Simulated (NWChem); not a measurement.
# One shape, several levels: GeHF (SMILES [F][GeH])

Wanted: a comparison of 5 runs (HF/def2-SVP, HF/aug-cc-pVDZ, B3LYP/6-31G*, PBE0/def2-SVP, M06-2X/aug-cc-pVDZ) of GeHF. 

The results are computed with NWChem 7.3.0.

### Step 1. Starting point

GeHF has 3 atoms, charge 0, and is taken as a singlet. As SMILES, `[F][GeH]`. The shape is that of a PBE0-D4/def2-TZVP optimisation.

Bond lengths: F1–Ge2 1.757 Å, Ge2–H3 1.609 Å. Angles: F1–Ge2–H3 94.2°.

### Step 2. Energy and gradient at HF/def2-SVP (run 1)

Input file fgeh.nw:

```
start fgeh
title "FGeH"
memory total 2200 mb
charge 0

geometry units angstroms noautosym nocenter noautoz
 F        0.672100       1.012600       0.469700
 Ge      -0.657900       0.195200      -0.335600
 H       -0.025200      -1.272700      -0.147400
end

basis spherical bse
 * library def2-SVP
end

scf
 thresh 1e-08
 maxiter 80
 print low
end

task scf gradient
```

Command:

```console
nwchem fgeh.nw > fgeh.out
```

Log:

```text
[...]
  functions       =    51
[...]
  wavefunction    = RHF
[...]
         Total SCF energy =  -2175.041625816753
      One-electron energy =  -3232.545215550327
      Two-electron energy =    958.290942189910
 Nuclear repulsion energy =     99.212647543663
        Time for solution =      8.6s
[...]
                         RHF ENERGY GRADIENTS
    atom               coordinates                        gradient
                 x          y          z           x          y          z
   1 F       1.270085   1.913537   0.887604    0.006380   0.002695   0.003735
   2 Ge     -1.243251   0.368875  -0.634192   -0.009678   0.002377  -0.004986
   3 H      -0.047621  -2.405054  -0.278546    0.003297  -0.005072   0.001251
 Task  times  cpu:       10.7s     wall:       10.7s
 Total times  cpu:       10.8s     wall:       10.8s
```

Wall time 11 s (1 thread of Intel Xeon Platinum 8259CL at 2.50GHz (Skylake/Cascade Lake), shared host); peak memory 0.1 GiB.

### Step 3. Energy and forces at HF/aug-cc-pVDZ (run 2)

Input file struct.nw:

```
start struct
title "FGeH"
memory 2200 mb

geometry units angstrom noautosym nocenter noautoz
F        0.672100       1.012600       0.469700
Ge      -0.657900       0.195200      -0.335600
H       -0.025200      -1.272700      -0.147400
end

basis "ao basis" spherical bse
* library aug-cc-pVDZ
end

scf
thresh 1e-08
maxiter 80
noprint "final vectors analysis"
end

task scf gradient
```

Command:

```console
nwchem struct.nw > struct.out
```

Log:

```text
[...]
  functions       =    68
[...]
  wavefunction    = RHF
[...]
         Total SCF energy =  -2175.375172715292
      One-electron energy =  -3231.938860617739
      Two-electron energy =    957.351040358784
 Nuclear repulsion energy =     99.212647543663
        Time for solution =     98.8s
[...]
                         RHF ENERGY GRADIENTS
    atom               coordinates                        gradient
                 x          y          z           x          y          z
   1 F       1.270085   1.913537   0.887604    0.001217   0.000159   0.000675
   2 Ge     -1.243251   0.368875  -0.634192   -0.003359   0.003572  -0.001442
   3 H      -0.047621  -2.405054  -0.278546    0.002142  -0.003731   0.000767
[...]
```

It took 2.3 min on 1 thread of Intel Xeon Platinum 8259CL at 2.50GHz (Skylake/Cascade Lake), shared host; peak memory 0.1 GiB.

Runs 3 to 4 aren't shown in full; the table further down has their settings and results.

### Step 4. Energy and gradient at M06-2X/aug-cc-pVDZ (run 5)

Input file work.xyz:

```xyz
3
FGeH gradient
F      0.672100     1.012600     0.469700
Ge    -0.657900     0.195200    -0.335600
H     -0.025200    -1.272700    -0.147400
```

Input file run.py:

```python
from ase.io import read
from ase.calculators.nwchem import NWChem

mol = read('work.xyz')

calc = NWChem(
    label='work',
    theory='dft',
    memory='2200 mb',
    basis='aug-cc-pVDZ',
    basispar='spherical bse',
    dft={'xc': 'm06-2x', 'mult': '1', 'grid': 'xfine', 'convergence': 'energy 1e-08', 'iterations': '100', 'mulliken': None},
)
mol.calc = calc

forces = mol.get_forces()
print("Total energy (eV):", round(mol.get_potential_energy(), 6))
print("forces (eV/A):")
for s, f in zip(mol.symbols, forces):
    print(f"{s:2s} {f[0]:10.5f} {f[1]:10.5f} {f[2]:10.5f}")
print("dipole (e A):", mol.get_dipole_moment().round(4))
```

Command:

```console
export ASE_NWCHEM_COMMAND="nwchem PREFIX.nwi > PREFIX.nwo"
python run.py
```

Log:

```text
Total energy (eV): -59250.204954
forces (eV/A):
F     0.35985    0.22605    0.21839
Ge   -0.34628   -0.24719   -0.21325
H    -0.01358    0.02113   -0.00514
dipole (e A): [-0.3001 -0.1917 -0.1824]
```

The calculator wrote work.nwi:

```
title "work"

permanent_dir work

scratch_dir work

start work

geometry units angstrom nocenter noautosym noautoz
  F  6.7210000000000003e-01 1.0125999999999999e+00 4.6970000000000001e-01
  Ge -6.5790000000000004e-01 1.9520000000000001e-01 -3.3560000000000001e-01
  H  -2.5200000000000000e-02 -1.2726999999999999e+00 -1.4740000000000000e-01
end

memory 2200 mb

basis spherical bse noprint
   * library aug-cc-pVDZ
end

dft
  xc m06-2x
  mult 1
  grid xfine
  convergence energy 1e-08
  iterations 100
  mulliken
end

task dft gradient
```

work.nwo:

```text
Northwest Computational Chemistry Package (NWChem) 7.3.0
             --------------------------------------------------------

           Job information
           ---------------

    nwchem branch   = 7.3.0
    use scalapack   = T
    input           = work.nwi
    prefix          = work.
    data base       = work/work.db
    status          = startup
    nproc           =        1

           Memory information
           ------------------

    heap     =     72089594 doubles =      550.0 Mbytes
    stack    =     72089599 doubles =      550.0 Mbytes
    global   =    144179200 doubles =     1100.0 Mbytes (distinct from heap & stack)
    total    =    288358393 doubles =     2200.0 Mbytes
    verify   = yes
    hardfail = no

[... 87 lines left out ...]
  convergence criterion.
[... 38 lines left out ...]
          Spatial weights used:  Erf1
[... 70 lines left out ...]
         Total DFT energy =    -2177.404888577240
[... 3 lines left out ...]
 Nuclear repulsion energy =       99.212647543663
[... 547 lines left out ...]
          Convergence on gradient requested:  5.00D-04
[... 25 lines left out ...]
          total energy or number of iterations.
[... 21 lines left out ...]
                                       work

  charge          =   0.00
  wavefunction    = closed shell

                         DFT ENERGY GRADIENTS

    atom               coordinates                        gradient
                 x          y          z           x          y          z
   1 F       1.270085   1.913537   0.887604   -0.006998  -0.004396  -0.004247
   2 Ge     -1.243251   0.368875  -0.634192    0.006734   0.004807   0.004147
   3 H      -0.047621  -2.405054  -0.278546    0.000264  -0.000411   0.000100

                 ----------------------------------------
                 |  Time  |  1-e(secs)   |  2-e(secs)   |
                 ----------------------------------------
                 |  CPU   |       0.01   |      29.85   |
                 ----------------------------------------
                 |  WALL  |       0.01   |      29.85   |
                 ----------------------------------------

 Task  times  cpu:       87.4s     wall:       87.4s
 Total times  cpu:       87.5s     wall:       87.5s
```

Wall time 89 s (1 thread of Intel Xeon Platinum 8259CL at 2.50GHz (Skylake/Cascade Lake), shared host); peak memory 0.12 GiB.

### Step 5. All runs side by side

```
run                               level  iteration cap  module   energy (Eh)  largest force (eV/Å)  wall time
  1                         HF/def2-SVP             80     scf  -2175.041626                 0.573       11 s
  2                      HF/aug-cc-pVDZ             80     scf  -2175.375173                 0.263    2.3 min
  3  B3LYP/6-31G* (spherical functions)            100     dft  -2177.203206                 0.260       14 s
  4                       PBE0/def2-SVP            100     dft  -2176.742481                 0.053       13 s
  5                  M06-2X/aug-cc-pVDZ            100     dft  -2177.404889                 0.478       89 s
```

### Step 6. What came out

```
                       quantity           value
            run 5: total energy  -2177.40489 Eh
           run 5: dipole moment          1.92 D
             run 5: HOMO energy        -8.34 eV
             run 5: LUMO energy        -2.03 eV
           run 5: HOMO–LUMO gap         6.30 eV
run 5: largest force on an atom      0.478 eV/Å
```

What this shows: Over runs 2, 3, 4, 5 the dipole moment (its size) runs from 1.65 D (B3LYP/6-31G*) to 2.12 D (HF/aug-cc-pVDZ). The two ends differ in method and basis. Over runs 3, 4, 5 the HOMO–LUMO gap runs from 3.97 eV (B3LYP/6-31G*) to 6.30 eV (M06-2X/aug-cc-pVDZ). Totals of different functionals can't be ranked against each other. All runs together took 4.4 min, the longest 2.3 min.
